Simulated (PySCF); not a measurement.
# AlBr−: from the state search to spectroscopic constants

The task here is to estimate one member of a computed series from the others.

Program: PySCF 2.14.0. Level of theory: Al def2-TZVPPD, Br def2-TZVPPD, no relativity. These are calculated values, not measurements.

1 further run of the same task is left out (set aside as unsound or not needed).

The first run:

The job is set up so:

| Quantity | Value |
| --- | --- |
| atoms | Al, Br |
| charge | -1 |
| basis | Al def2-TZVPPD, Br def2-TZVPPD |
| Hamiltonian | no relativity |
| basis functions | 105 |
| electrons treated | 49 |
| masses in u | 26.9815, 78.9183 |
| levels | PBE0, PBE, r²SCAN, r²SCAN0, TPSSh, B2PLYP, B3LYP, B97-3, LC-ωPBE, HF, MP2, SCS-MP2, CCSD, CCSD(T) |
| grid | 80 radial by 434 angular points |
| occupations | held fixed by the projection of orbital angular momentum |
| dissociation limit | Al + Br−, each in its ground configuration |
| starting distance in angstrom | 2.410 |
| values of 2S to try | 1, 3 |

On the command line:

```
$ OMP_NUM_THREADS=2 python dia.py task.json out
```

Steps of the session up to this table: Set-up; PBE0 along the bond; Higher solutions at PBE0; PBE; r²SCAN (meta-GGA); r²SCAN0; TPSSh; B2PLYP (double hybrid); B3LYP (global hybrid GGA); B97-3 (global hybrid GGA); LC-ωPBE (range-separated hybrid); UHF (mean field); MP2 and coupled cluster.

One table of the session follows, with a row left open; its other results are not shown here.

It belongs to the step «The curves together». Energy (eV) from each level's lowest point:

| R (Å) | UHF | UHF-MP2 | UHF-SCS-MP2 | UHF-CCSD | UHF-CCSD(T) |
| --- | --- | --- | --- | --- | --- |
| 2.163 | 0.573 | 0.497 | 0.520 | n/a | n/a |
| 2.264 | 0.272 | 0.199 | 0.218 | 0.215 | 0.210 |
| 2.364 | 0.103 | 0.057 | 0.068 | 0.066 | 0.063 |
| 2.440 | 0.036 | 0.011 | 0.016 | 0.015 | 0.013 |
| 2.515 | 0.005 | 0.000 | 0.000 | 0.000 | 0.000 |
| 2.591 | ? | ? | ? | ? | ? |
| 2.691 | 0.021 | 0.062 | 0.051 | 0.054 | 0.058 |
| 2.817 | 0.074 | 0.148 | 0.128 | 0.134 | 0.142 |
| 2.968 | 0.156 | 0.269 | 0.240 | 0.248 | 0.262 |
| 3.169 | 0.274 | 0.434 | 0.395 | n/a | n/a |

**Question.** Estimate the row for R (Å) = 2.591.

Worked estimate for «UHF». A straight line through the neighbours (2.515, 0.005) and (2.691, 0.021) gives 0.005 + (0.021 − 0.005) × (2.591 − 2.515) / (2.691 − 2.515) = 0.012; a parabola fitted to 4 rows on both sides gives 0.003.

As computed: UHF: 0.000; UHF-MP2: 0.015; UHF-SCS-MP2: 0.010; UHF-CCSD: 0.011; UHF-CCSD(T): 0.013. In «UHF» the line misses by +0.012 and the parabola by +0.003.
